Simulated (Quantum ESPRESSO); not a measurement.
# VWC2 (R-3m) in Quantum ESPRESSO: a series of runs, part 2 of 2

Quantum ESPRESSO 7.5. Earlier steps stand in the parts before.

### Step 6. Single point, LDA, collinear spin, ferromagnetic start, 9.83 Å³/atom

pw.in reads:

```
&CONTROL
  calculation = 'scf'
  prefix = 'pwscf'
  outdir = './tmp'
  pseudo_dir = './pseudo'
  tstress = .true.
  disk_io = 'nowf'
/
&SYSTEM
  ibrav = 0
  nat = 4
  ntyp = 3
  ecutwfc = 56
  ecutrho = 448
  nbnd = 28
  occupations = 'smearing'
  smearing = 'fd'
  degauss = 0.00367493
  nspin = 2
  starting_magnetization(1) = 0
  starting_magnetization(2) = 0.1538
  starting_magnetization(3) = 0
/
&ELECTRONS
  conv_thr = 8d-10
  electron_maxstep = 120
  mixing_beta = 0.3
/
ATOMIC_SPECIES
W    183.8400 w_lda_v1.2.uspp.F.UPF
V     50.9415 v_lda_v1.4.uspp.F.UPF
C     12.0110 c_lda_v1.2.uspp.F.UPF
CELL_PARAMETERS angstrom
   1.5170411163    0.8758640969    4.9338931930
  -1.5170411163    0.8758640969    4.9338931930
   0.0000000000   -1.7517281937    4.9338931930
ATOMIC_POSITIONS crystal
W      0.0000000000    0.0000000000    0.0000000000
V      0.5000000000    0.5000000000    0.5000000000
C      0.2464940000    0.2464940000    0.2464940000
C      0.7535060000    0.7535060000    0.7535060000
K_POINTS automatic
8 8 8 0 0 0
```

Potentials or basis: GBRV 1.5 LDA.

On the command line:

```console
OMP_NUM_THREADS=1 mpirun -n 2 pw.x -nk 2 -in pw.in > pw.out
```

Wall time 3.6 min (2 MPI ranks of Intel Xeon at 2.70GHz, shared host); peak memory 0.62 GiB.

Results (log left out):

```
Free energy                                           : -4454.8881 eV
Pressure                                              : -16.3 GPa
Band gap on the k mesh                                : none (metal or under the smearing width)
Net moment                                            : 0.00 μB per cell
Absolute moment                                       : 0.00 μB per cell
Valence electrons inside the program's atomic spheres : W 9.58; V 10.17; C 3.43
```

### Step 7. Single point, LDA, collinear spin, ferromagnetic start, 10.03 Å³/atom

pw.in, as its differences from that of step 6:

```diff
@@ -33,5 +33,5 @@
 CELL_PARAMETERS angstrom
-   1.5170411163    0.8758640969    4.9338931930
-  -1.5170411163    0.8758640969    4.9338931930
-   0.0000000000   -1.7517281937    4.9338931930
+   1.5270880390    0.8816646904    4.9665689346
+  -1.5270880390    0.8816646904    4.9665689346
+   0.0000000000   -1.7633293808    4.9665689346
 ATOMIC_POSITIONS crystal
```

On the command line:

```console
OMP_NUM_THREADS=1 mpirun -n 2 pw.x -nk 2 -in pw.in > pw.out
```

Wall time 3.7 min (2 MPI ranks of Intel Xeon at 2.70GHz, shared host); peak memory 0.62 GiB.

It converged, with:

```yaml
Free_energy: -4454.7936 eV
Pressure: -22.2 GPa
Band_gap_on_the_k_mesh: none (metal or under the smearing width)
Net_moment: 0.00 μB per cell
Absolute_moment: 0.00 μB per cell
Valence_electrons_inside_the_program's_atomic_spheres: W 9.63; V 10.19; C 3.43
```

### Step 8. Single point, LDA, collinear spin, ferromagnetic start, 10.23 Å³/atom

pw.in, as its differences from that of step 7:

```diff
@@ -33,5 +33,5 @@
 CELL_PARAMETERS angstrom
-   1.5270880390    0.8816646904    4.9665689346
-  -1.5270880390    0.8816646904    4.9665689346
-   0.0000000000   -1.7633293808    4.9665689346
+   1.5370044730    0.8873899462    4.9988202859
+  -1.5370044730    0.8873899462    4.9988202859
+   0.0000000000   -1.7747798924    4.9988202859
 ATOMIC_POSITIONS crystal
```

On the command line:

```console
OMP_NUM_THREADS=1 mpirun -n 2 pw.x -nk 2 -in pw.in > pw.out
```

Wall time 4 min (2 MPI ranks of Intel Xeon at 2.70GHz, shared host); peak memory 0.64 GiB.

The run converged. Its results:

```
Free energy                                           : -4454.6720 eV
Pressure                                              : -27.4 GPa
Band gap on the k mesh                                : none (metal or under the smearing width)
Net moment                                            : 0.00 μB per cell
Absolute moment                                       : 0.00 μB per cell
Valence electrons inside the program's atomic spheres : W 9.67; V 10.21; C 3.44
```

### Step 9. Single point, LDA, collinear spin, ferromagnetic start, 10.42 Å³/atom

pw.in, as its differences from that of step 8:

```diff
@@ -33,5 +33,5 @@
 CELL_PARAMETERS angstrom
-   1.5370044730    0.8873899462    4.9988202859
-  -1.5370044730    0.8873899462    4.9988202859
-   0.0000000000   -1.7747798924    4.9988202859
+   1.5467945743    0.8930422639    5.0306607640
+  -1.5467945743    0.8930422639    5.0306607640
+   0.0000000000   -1.7860845277    5.0306607640
 ATOMIC_POSITIONS crystal
```

Potentials or basis: GBRV 1.5 LDA.

On the command line:

```console
OMP_NUM_THREADS=1 mpirun -n 2 pw.x -nk 2 -in pw.in > pw.out
```

Run time: 3.4 min. Hardware: 2 MPI ranks of Intel Xeon at 2.70GHz, shared host; peak memory 0.64 GiB.

The run converged. Its results:

| Property | Result |
| --- | --- |
| Free energy | -4454.5264 eV |
| Pressure | -32.0 GPa |
| Band gap on the k mesh | none (metal or under the smearing width) |
| Net moment | 0.00 μB per cell |
| Absolute moment | 0.00 μB per cell |
| Valence electrons inside the program's atomic spheres | W 9.70; V 10.23; C 3.45 |

Caveat: the cell as given lies far from equilibrium.

### Step 10. Equation of state, LDA, collinear spin, ferromagnetic start

Potentials or basis: GBRV 1.5 LDA.

No new run: the results of the series are fitted here.

Results:

| Property | Result |
| --- | --- |
| Equilibrium volume | 9.38 Å³/atom |
| Bulk modulus at fixed shape and positions | 379 GPa |
| Pressure derivative of the bulk modulus | 4.3 |

Energy against volume, from the lowest point:
```csv
volume (Å³/atom),energy (meV/atom)
9.244,1.73
9.440,0.00
9.637,7.66
9.834,23.75
10.030,47.38
10.227,77.77
10.424,114.19
```

Caveat: the cell was scaled at fixed shape and fractional positions, which overstates the stiffness of a crystal with free parameters, most of all of layers and chains.

### Step 11. The reference run

An earlier run on the cell as given: functional PBEsol; potentials or basis GBRV 1.5 PBEsol; cutoff 762 eV; density cutoff 6095 eV; k mesh 10 × 10 × 10; occupations fermi-dirac, width 0.05 eV; collinear spin, ferromagnetic start; starting moments [0.0, 2.0, 0.0, 0.0] μB.

- Pressure: -10.2 GPa
- Largest force: 0.072 eV/Å
- Band gap on the k mesh: none (metal or under the smearing width)
- Net moment: 0.00 μB per cell
- Absolute moment: 0.00 μB per cell
- Valence electrons inside the program's atomic spheres: W 9.57; V 10.16; C 3.42

### Step 12. Summary

| task | level | potentials or basis | k mesh | form of the LDA correlation | gap on the mesh (eV) | pressure (GPa) | moment (μB) | largest force (eV/Å) |
| --- | --- | --- | --- | --- | --- | --- | --- | --- |
| band structure | PBEsol | GBRV 1.5 PBEsol | 10 × 10 × 10 | - | none | -10.2 | 0.00 | 0.07 |
| equation of state | LDA | GBRV 1.5 LDA | 8 × 8 × 8 | PZ81 | - | - | - | - |
| single point | PBEsol | GBRV 1.5 PBEsol | 10 × 10 × 10 | - | none | -10.2 | 0.00 | 0.07 |

Alike in all rows: spin collinear, ferromagnetic start; cell as given; cutoff (eV) 762; smearing fermi-dirac 0.05 eV.

Caveats: spin-orbit coupling is left out, which moves the levels of the heavy elements (some runs); the cell was scaled at fixed shape and fractional positions, which overstates the stiffness of a crystal with free parameters, most of all of layers and chains (some runs).

Total energies depend on the potentials used, so only differences within one code and one set of settings carry meaning.
